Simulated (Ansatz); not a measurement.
# Ag (fcc type): the cost of one run

Computed with Ansatz 0.2.0 (DFT PBE, with the methods named in each step, unless a step's input says otherwise).

## 1. The structure to begin with

Symmetry: Fm-3m, No. 225, cubic system. Conventional cell: a = 4.148 Å, b = 4.148 Å, c = 4.148 Å, α = 90.00°, β = 90.00°, γ = 90.00°. Ag (site symmetry m-3m) is surrounded by 12 Ag at 2.93 Å.

Coordinates:

```cif
data_structure
_symmetry_space_group_name_H-M 'Fm-3m'
_symmetry_Int_Tables_number 225
_cell_length_a 4.1483
_cell_length_b 4.1483
_cell_length_c 4.1483
_cell_angle_alpha 90.000
_cell_angle_beta 90.000
_cell_angle_gamma 90.000
_cell_volume 71.38
loop_
_atom_site_label
_atom_site_type_symbol
_atom_site_symmetry_multiplicity
_atom_site_Wyckoff_symbol
_atom_site_fract_x
_atom_site_fract_y
_atom_site_fract_z
_atom_site_occupancy
Ag1 Ag 4 a 0.00000 0.00000 0.00000 1
```

The file gives the conventional cell by its symmetry; the runs use the cell typed in the input.

Whether this phase is the stable one at these pressures isn't tested.

## 2. The reference volume, LAPW

Input file input.yaml:

```yaml
crystal:
  lattice:
    - [0.0, 2.0741351598, 2.0741351598]
    - [2.0741351598, 0.0, 2.0741351598]
    - [2.0741351598, 2.0741351598, 0.0]
  atoms:
    - { symbol: Ag, position: [0.0, 0.0, 0.0] }
kpoints:
  mp_grid: { grid: [16, 16, 16] }
  band_path:
    path:
      - [0.0, 0.0, 0.0]
      - [0.5, 0.0, 0.5]
      - [0.625, 0.25, 0.625]
      - [0.375, 0.375, 0.75]
      - [0.0, 0.0, 0.0]
      - [0.5, 0.5, 0.5]
      - [0.5, 0.25, 0.75]
      - [0.5, 0.0, 0.5]
    npoints: 14
scf:
  occupations: { method: fermi_dirac, width: 0.1 }
hamiltonian:
  xc: pbe
  pseudopotentials: { kind: all_electron, lapw: { basis_error: 0.001 } }
output:
  forces: true
  stress: true
  eigenvalues: true
  populations: true
  dos: { projected: true, de: 0.2, e_range: [-14, 8] }
```

Started as:

```console
$ ansatz run input.yaml --threads 1 --pin off --max-ram 2048MiB --backend cpu --events-out ev --progress --plain --runs-dir out
```

What time and memory should one allow on 1 thread of Intel Xeon Platinum 8488C (Sapphire Rapids), shared host?

About 8.9 s, with a peak of 0.36 GiB.
